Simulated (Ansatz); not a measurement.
# Mg5O: the cost of one run

Method: DFT PBE, scalar-relativistic, plane waves, PAW, in Ansatz 0.2.0.

## (1) The system as given

Symmetry: P-62m, No. 189, hexagonal system. Conventional cell: a = 4.585 Å, b = 4.585 Å, c = 5.602 Å, α = 90.00°, β = 90.00°, γ = 120.00°. Mg (site symmetry m2m) has 6 Mg at 2.28 to 2.44 Å as nearest neighbours. Around Mg (site symmetry 3m) lie 1 O at 1.42 Å. O (site symmetry -62m) has 2 Mg at 1.42 Å as nearest neighbours.

Coordinates:

```
Mg O
1.0
     4.58530    0.00000    0.00000
    -2.29265    3.97099    0.00000
     0.00000    0.00000    5.60163
Mg O
5 1
Direct
  0.60440 0.00000 0.50000
  0.00000 0.60440 0.50000
  0.39560 0.39560 0.50000
  0.00000 0.00000 0.74723
  0.00000 0.00000 0.25277
  0.00000 0.00000 0.00000
```

A structure generator made this guess: random cell by space group and Wyckoff sites (P-62m, No. 189). Its size is a rough estimate.

## (2) A first look at the guess

Input file input.yaml:

```yaml
crystal:
  lattice:
    - [4.58529912, 0.0, 0.0]
    - [-2.29264956, 3.97098552, 0.0]
    - [0.0, 0.0, 5.60163246]
  atoms:
    - { symbol: Mg, position: [0.60440322, 0.0, 0.5] }
    - { symbol: Mg, position: [0.0, 0.60440322, 0.5] }
    - { symbol: Mg, position: [0.39559678, 0.39559678, 0.5] }
    - { symbol: Mg, position: [0.0, 0.0, 0.74722949] }
    - { symbol: Mg, position: [0.0, 0.0, 0.25277051] }
    - { symbol: O, position: [0.0, 0.0, 0.0] }
basis:
  ecutwfc: 420
kpoints:
  mp_grid: { grid: [6, 6, 4] }
hamiltonian:
  xc: pbe
scf:
  occupations: { method: gaussian, width: 0.1 }
  lower_state_search: "off"
output:
  forces: true
  stress: true
  eigenvalues: true
```

On the command line:

```bash
$ ansatz run input.yaml --threads 1 --pin off --max-ram 2560MiB --backend cpu --events-out ev --progress --plain --runs-dir out
```

**Question.** How long does this run take on 1 thread of Intel Xeon Platinum 8259CL at 2.50GHz (Skylake/Cascade Lake), shared host, and how much memory does it need?

About 5.2 s, with a peak of 0.39 GiB.
